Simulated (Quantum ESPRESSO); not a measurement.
NbCu, 2 atoms in the cell. Symmetry: Fm-3m, No. 225, cubic system. The conventional cell has a = 5.124 Å, b = 5.124 Å, c = 5.124 Å, α = 90.00°, β = 90.00°, γ = 90.00°. Nb (site symmetry m-3m) is surrounded by 6 Cu at 2.56 Å. Cu (site symmetry m-3m) is surrounded by 6 Nb at 2.56 Å. The cell was built by a generator and needn't be a form met in nature.

- Program: Quantum ESPRESSO 7.5
- Task: Wannier functions
- Functional: LDA
- Potentials or basis: GBRV 1.5 LDA
- Cutoff: 762 eV
- Density cutoff: 6095 eV
- k mesh: 7 × 7 × 7
- Occupations: fermi-dirac, width 0.05 eV
- Spin: no spin polarisation
- Iterations: 0
- Form of the LDA correlation: PZ81
- Mixing beta: 0.5
- Most SCF iterations: 120
- SCF threshold: 4e-10 Ry
- k mesh for the Wannier functions: 5 × 5 × 5
- Projections: Nb spd, Cu spd

Potentials or basis: GBRV 1.5 LDA.

Launch:

```sh
$ OMP_NUM_THREADS=1 pw.x -in pw.in > pw.out
$ OMP_NUM_THREADS=1 pw.x -in nscf.in > nscf.out
$ wannier90.x -pp w
$ OMP_NUM_THREADS=1 pw2wannier90.x -in pw2wan.in > pw2wan.out
$ wannier90.x w
$ OMP_NUM_THREADS=1 pw.x -in bands.in > bands.out
```

Hardware: 1 thread of Arm Neoverse V2 (shared host).

Task: Estimate the wall time of this run.

Result: It took 4.4 min on 1 thread of Arm Neoverse V2, with other jobs on the host, peak memory 0.17 GiB. Counts: scf iterations 14, k pools 1, bands 24, k points 20, g dense 36325.
